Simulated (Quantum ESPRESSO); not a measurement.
# Ta4Al in Quantum ESPRESSO: the effect of target pressure

Ta4Al:

```
CELL_PARAMETERS angstrom
-2.96490 2.96490 2.96490
2.96490 -2.96490 2.96490
2.96490 2.96490 -2.96490
ATOMIC_POSITIONS crystal
Ta 0.00000 0.00000 0.50000
Ta 0.50000 0.00000 0.00000
Ta 0.50000 0.50000 0.50000
Ta 0.00000 0.50000 0.00000
Al 0.00000 0.00000 0.00000
```

The cell was built by a generator and needn't be a form met in nature.

Alike in all runs:

```yaml
Program: Quantum ESPRESSO 7.5
Task: phonons
Functional: LDA
Potentials_or_basis: PseudoDojo 0.4.1 SR LDA standard
Cutoff: 789 eV
Density_cutoff: 3157 eV
k_mesh: 5 × 5 × 5
Occupations: cold, width 0.2 eV
Spin: no spin polarisation
```

Each run relaxes the cell or the atoms first.

Q: One run gave: relaxed volume 17.03 Å³/atom; highest phonon frequency 532 cm⁻¹. Which target pressure did it use?
A. 25 GPa
B. 50 GPa
C. 10 GPa
D. 80 GPa
E. 0 GPa

A: A.

| target pressure | relaxed volume (Å³/atom) | highest phonon frequency (cm⁻¹) |
| --- | --- | --- |
| 0 GPa | 19.45 | 452 |
| 10 GPa | 18.30 | 488 |
| 25 GPa | 17.03 | 532 |
| 50 GPa | 15.53 | 589 |
| 80 GPa | 14.29 | 645 |

Caveats: the mesh is thin for the phonons of a metal; some modes are imaginary; the cell is more than 3 GPa from zero pressure, which shifts response properties (some runs); the volume moved by over 15 % at a fixed basis, so the end points are rough (some runs).
